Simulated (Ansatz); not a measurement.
**CH3BFGa: taking an electron away**

An exercise on one series of results from a longer session: the logs are not shown, and one member is left open.

Program: Ansatz 0.2.0, Gaussian basis. Level of theory: unrestricted cation, the program's frozen cores in correlated methods. These are calculated values, not measurements.

Levels to be run: UKS PBE-D4/def2-TZVPP; UKS r2SCAN-D4/def2-TZVPP; UKS PBE0-D4/def2-TZVPP; UKS B3LYP-D4/def2-TZVPP; UKS wB97X-V/def2-TZVPP; UKS wB97M-V/def2-TZVPP; UKS B2PLYP/def2-TZVPP; UHF-CCSD(T)/def2-TZVPP; UHF-MP2/def2-QZVPP; extrapolation to the limit; then −ε(HOMO) from the neutral's earlier runs with LDA (SPW92), PBE-D4, revPBE-D4, BLYP-D4, r2SCAN-D4, B97M-V, PBE0-D4, B3LYP-D4, r2SCANh-D4, r2SCAN0-D4, HSE06-D4, BHLYP-D4, CAM-B3LYP-D4, LC-ωPBE, ωB97X-V, ωB97M-V.

## Structure used throughout

All runs share one geometry, relaxed beforehand with PBE0-D4 in a triple-zeta def2 set.

7 atoms, charge 0, spin multiplicity 1.

Atoms are counted from 1 here; the program's logs count them from 0.

Bond lengths: F1–B3 1.343 Å, Ga2–C4 2.083 Å, B3–C4 1.511 Å, B3–H5 1.204 Å, C4–H6 1.098 Å, C4–H7 1.095 Å. Angles: F1–B3–C4 120.2°, F1–B3–H5 115.6°, C4–B3–H5 124.0°, Ga2–C4–B3 112.2°, Ga2–C4–H6 98.9°, Ga2–C4–H7 101.7°, B3–C4–H6 115.5°, B3–C4–H7 115.2°, H6–C4–H7 111.2°.

Set-up of the first run:

Input file in.yaml:

```yaml
crystal:
  periodic: [false, false, false]
  atoms:
    - {symbol: F, position_ang: [-1.344497, -0.791630, -1.179325]}
    - {symbol: Ga, position_ang: [0.554873, -0.915696, 1.958329]}
    - {symbol: B, position_ang: [-0.137837, -0.276567, -0.890101]}
    - {symbol: C, position_ang: [0.094028, 0.421899, 0.429941]}
    - {symbol: H, position_ang: [0.727325, -0.494727, -1.697902]}
    - {symbol: H, position_ang: [-0.790205, 0.893997, 0.877480]}
    - {symbol: H, position_ang: [0.957515, 1.094723, 0.455877]}
basis:
  gaussian: {orbitals: def2-TZVPP}
total_charge: 1
magnetization: {spin_polarized: true, initial_magnetization: 1}
hamiltonian: {xc: pbe, dispersion: d4}
```

Steps of the session up to this table: Cation, UKS PBE-D4/def2-TZVPP; Cation, UKS r2SCAN-D4/def2-TZVPP; Cation, UKS PBE0-D4/def2-TZVPP; Cation, UKS B3LYP-D4/def2-TZVPP; Cation, UKS wB97X-V/def2-TZVPP; Cation, UKS wB97M-V/def2-TZVPP; Cation, UKS B2PLYP (frozen core)/def2-TZVPP; Cation, UHF-CCSD(T)/def2-TZVPP; Cation, UHF-MP2/def2-QZVPP.

One of the session's tables, all rows but one given; the rest of the session is left out.

It belongs to the step «Ionisation energies side by side». For comparison, −ε(HOMO) of the neutral from earlier runs:

| functional | −ε(HOMO) (eV) |
| --- | --- |
| LDA (SPW92) | 5.51 |
| PBE-D4 | 5.31 |
| revPBE-D4 | 5.25 |
| BLYP-D4 | 5.18 |
| r2SCAN-D4 | ? |
| B97M-V | 5.45 |
| PBE0-D4 | 6.23 |
| B3LYP-D4 | 6.08 |
| r2SCANh-D4 | 5.87 |
| r2SCAN0-D4 | 6.38 |
| HSE06-D4 | 5.84 |
| BHLYP-D4 | 7.03 |
| CAM-B3LYP-D4 | 7.43 |
| LC-ωPBE | 8.62 |
| ωB97X-V | 8.31 |
| ωB97M-V | 8.23 |

Q: Estimate the row for r2SCAN-D4 from the others.

Worked estimate for «−ε(HOMO) (eV)». Against the share of exact exchange, r2SCANh-D4 (0.1, 5.87), r2SCAN0-D4 (0.25, 6.38) give a slope of 3.40 per unit share; at 0 the line stands at 5.53.

As computed: −ε(HOMO) (eV): 5.52. In «−ε(HOMO) (eV)» the line misses by +0.01.
